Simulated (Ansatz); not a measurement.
Sr2SO:

```
CELL_PARAMETERS angstrom
4.04324 0.00000 0.00000
0.00000 4.04324 0.00000
0.00000 0.00000 5.71800
ATOMIC_POSITIONS crystal
Sr 0.50000 0.50000 0.50000
Sr 0.00000 0.00000 0.00000
S 0.00000 0.00000 0.50000
O 0.50000 0.50000 0.00000
```

The cell comes from a database or a generator and needn't be the stable form of this composition.

Base run:

- Program: Ansatz 0.2.0
- Functional: HSE06 form with a typed share of exact exchange
- Potentials or basis: Ansatz PAW
- Cutoff: 420 eV (not typed: the program's choice for these potentials)
- k mesh: 4 × 4 × 3
- Occupations: fermi-dirac, width 0.05 eV
- Spin: no spin polarisation

Its results: band gap on the k mesh 2.94 eV, direct; pressure -0.8 GPa.

Q: After a change of settings the same cell gave: band gap on the k mesh 3.19 eV, direct; pressure -1.0 GPa. Which change was it?
A. share of exact exchange from 0.15 to 0.05
B. share of exact exchange from 0.15 to 0.1
C. share of exact exchange from 0.15 to 0.2

A: C.

Caveats: odd divisions of the mesh miss points on the zone boundary, where band edges often lie, so the gap on the mesh can be too wide; the PAW data sets come from PBE, with cores solved anew for the run's functional, which leaves a small shift of forces and pressure; the thresholds are loose for stress.
